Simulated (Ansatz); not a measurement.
**BGaH₄O (SMILES [BH2][GaH][OH]): functionals against CCSD(T) at one geometry**

An exercise on one series of results from a longer session: the logs are not shown, and one member is left open.

Method: single points in def2-TZVPP; program: Ansatz 0.2.0, Gaussian basis.

Correlated methods freeze the cores. Filled d shells of the heavier atoms are correlated.

### The starting structure

SMILES `[BH2][GaH][OH]`, 7 atoms, charge 0, spin multiplicity 1.

Atoms are counted from 1 here; the program's logs count them from 0.

Bond lengths: B1–Ga2 2.085 Å, B1–H4 1.180 Å, B1–H5 1.143 Å, Ga2–O3 1.690 Å, Ga2–H6 1.521 Å, O3–H7 0.989 Å. Angles: Ga2–B1–H4 120.5°, Ga2–B1–H5 122.1°, H4–B1–H5 117.4°, B1–Ga2–O3 105.0°, B1–Ga2–H6 141.7°, O3–Ga2–H6 113.2°, Ga2–O3–H7 158.5°.

As a file:

```xyz
7
BGaH4O
B    -1.4671    0.0538    0.1147
Ga    0.5589   -0.0094    0.6046
O     1.3657   -0.1051   -0.8770
H    -2.0966   -0.9412    0.0407
H    -2.0065    1.0348   -0.1134
H     1.5012    0.0336    1.7981
H     2.1229   -0.1641   -1.5102
```

The first run:

Input file run/in.yaml:

```yaml
crystal:
  periodic: [false, false, false]
  atoms:
    - {symbol: B, position_ang: [-1.467100, 0.053800, 0.114700]}
    - {symbol: Ga, position_ang: [0.558900, -0.009400, 0.604600]}
    - {symbol: O, position_ang: [1.365700, -0.105100, -0.877000]}
    - {symbol: H, position_ang: [-2.096600, -0.941200, 0.040700]}
    - {symbol: H, position_ang: [-2.006500, 1.034800, -0.113400]}
    - {symbol: H, position_ang: [1.501200, 0.033600, 1.798100]}
    - {symbol: H, position_ang: [2.122900, -0.164100, -1.510200]}
basis:
  gaussian: {orbitals: def2-TZVPP}
correlation: {method: ccsd_t}
output: {forces: true}
```

No record of the launch command was kept for these runs.

Among the steps run: CCSD(T)/def2-TZVPP; PBE0-D4/def2-TZVPP; wB97M-V/def2-TZVPP; r2SCAN-D4/def2-TZVPP; PBE-D4/def2-TZVPP; r2SCAN0-D4/def2-TZVPP; r2SCANh-D4/def2-TZVPP.

One table of the session follows, with a row left open; its other results are not shown here.

| method | RMS force component (eV/Å) | angle to CCSD(T) forces (°) | dipole (D) |
| --- | --- | --- | --- |
| CCSD(T) | 1.326 | reference | 0.19 |
| PBE0-D4 | 1.320 | 2.3 | 0.14 |
| wB97M-V | 1.336 | 2.9 | 0.17 |
| r2SCAN-D4 | ? | ? | ? |
| PBE-D4 | 1.302 | 8.0 | 0.23 |
| r2SCAN0-D4 | 1.313 | 4.4 | 0.12 |
| r2SCANh-D4 | 1.289 | 2.5 | 0.15 |

Estimate the missing values for r2SCAN-D4.

Worked estimate for «RMS force component (eV/Å)». Against the share of exact exchange, r2SCAN0-D4 (0.25, 1.313), r2SCANh-D4 (0.1, 1.289) give a slope of 0.160 per unit share; at 0 the line stands at 1.273.

**Answer.** RMS force component (eV/Å): 1.275; angle to CCSD(T) forces (°): 3.0; dipole (D): 0.18. In «RMS force component (eV/Å)» the line misses by -0.002.
